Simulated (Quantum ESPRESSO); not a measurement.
**SiSe in Quantum ESPRESSO: the effect of functional**

The system is SiSe.

```xyz
2
Lattice="3.5952 0.0000 0.0000 -1.7976 3.1135 0.0000 0.0000 0.0000 3.5987" Properties=species:S:1:pos:R:3 pbc="T T T"
Si    1.7976    1.0378    1.7994
Se    0.0000    0.0000    0.0000
```

The cell was built by a generator and needn't be a form met in nature.

Alike in all runs:

| Item | Value |
| --- | --- |
| Program | Quantum ESPRESSO 7.5 |
| Task | phonons |
| Cutoff | 1170 eV |
| Density cutoff | 4680 eV |
| k mesh | 6 × 6 × 4, shifted |
| Occupations | fermi-dirac, width 0.05 eV |
| Spin | no spin polarisation |

Each run relaxes the cell or the atoms first.

One run gave: relaxed volume 21.87 Å³/atom; highest phonon frequency 4 cm⁻¹. Which functional did it use?
A. AM05
B. LDA
C. PBE
D. RPBE
E. PBEsol

D.

| functional | potentials or basis | relaxed volume (Å³/atom) | highest phonon frequency (cm⁻¹) |
| --- | --- | --- | --- |
| LDA | PseudoDojo 0.4.1 SR LDA standard | 18.53 | 103 |
| PBE | PseudoDojo 0.4.1 SR PBE standard | 20.27 | 6 |
| PBEsol | PseudoDojo 0.4.1 SR PBEsol standard | 18.81 | 102 |
| AM05 | PseudoDojo 0.4.1 SR PBE standard | 18.62 | 96 |
| RPBE | PseudoDojo 0.4.1 SR PBE standard | 21.87 | 4 |

Caveats: all runs use coarse meshes; the mesh is thin for the phonons of a metal; some modes are imaginary; the potentials were made for another functional, which shifts forces and pressure (some runs).
